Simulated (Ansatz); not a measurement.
# CH5SeSi radical: basis-set convergence

How large a basis does CH5SeSi radical need? Two functionals are run in growing sets.

Method: one geometry, several basis sets; program: Ansatz 0.2.0, Gaussian basis.

Levels to be run: PBE0-D4/def2-SVP; ωB97M-V/def2-SVP; PBE0-D4/def2-QZVPP; ωB97M-V/def2-QZVPP; the functionals' def2-TZVPP values are taken from earlier runs.

## (1) The relaxed structure

An earlier PBE0-D4 in a triple-zeta def2 set relaxation fixed the geometry.

SMILES `C[SiH][SeH]`, 8 atoms, charge 0, spin multiplicity 2.

Atoms are counted from 1 here; the program's logs count them from 0.

Bond lengths: C1–Si2 1.877 Å, C1–H4 1.093 Å, C1–H5 1.093 Å, C1–H6 1.092 Å, Si2–Se3 2.280 Å, Si2–H7 1.493 Å, Se3–H8 1.469 Å. Angles: Si2–C1–H4 109.9°, Si2–C1–H5 110.2°, Si2–C1–H6 111.0°, H4–C1–H5 108.8°, H4–C1–H6 108.3°, H5–C1–H6 108.6°, C1–Si2–Se3 113.0°, C1–Si2–H7 111.1°, Se3–Si2–H7 103.2°, Si2–Se3–H8 93.4°.

## (2) PBE0-D4 in def2-SVP

in.yaml reads:

```yaml
crystal:
  periodic: [false, false, false]
  atoms:
    - {symbol: C, position_ang: [-0.671696, 0.850000, -0.211796]}
    - {symbol: Si, position_ang: [0.999174, -0.005239, -0.221510]}
    - {symbol: Se, position_ang: [0.926314, -2.114815, 0.640255]}
    - {symbol: H, position_ang: [-0.571500, 1.867649, -0.597616]}
    - {symbol: H, position_ang: [-1.065333, 0.896815, 0.807182]}
    - {symbol: H, position_ang: [-1.388770, 0.314937, -0.837030]}
    - {symbol: H, position_ang: [1.966560, 0.695544, 0.673331]}
    - {symbol: H, position_ang: [-0.102649, -2.561991, -0.308716]}
basis:
  gaussian: {orbitals: def2-SVP}
magnetization: {spin_polarized: true, initial_magnetization: 1}
hamiltonian: {xc: pbe0, dispersion: d4}
output: {orbitals: {seedname: orbitals}}
```

Command:

```console
ansatz run in.yaml --threads 4 --pin off --events-out ev --progress --plain --max-ram 10444MiB
```

After this run come: ωB97M-V in def2-SVP; PBE0-D4 in def2-QZVPP; ωB97M-V in def2-QZVPP.

Q: Predict the results of all the runs planned. Wanted: PBE0-D4: double and triple zeta above quadruple; ωB97M-V: double and triple zeta above quadruple.

**Answer**, as computed:

| quantity | value |
| --- | --- |
| PBE0-D4: double and triple zeta above quadruple | 13.72, 1.71 eV |
| ωB97M-V: double and triple zeta above quadruple | 13.75, 1.65 eV |

**Reading.** For PBE0-D4 the step from double to triple zeta gains 12.02 eV and the next only 1.71 eV. Total energies overstate the basis error of differences, where much of it tends to cancel.
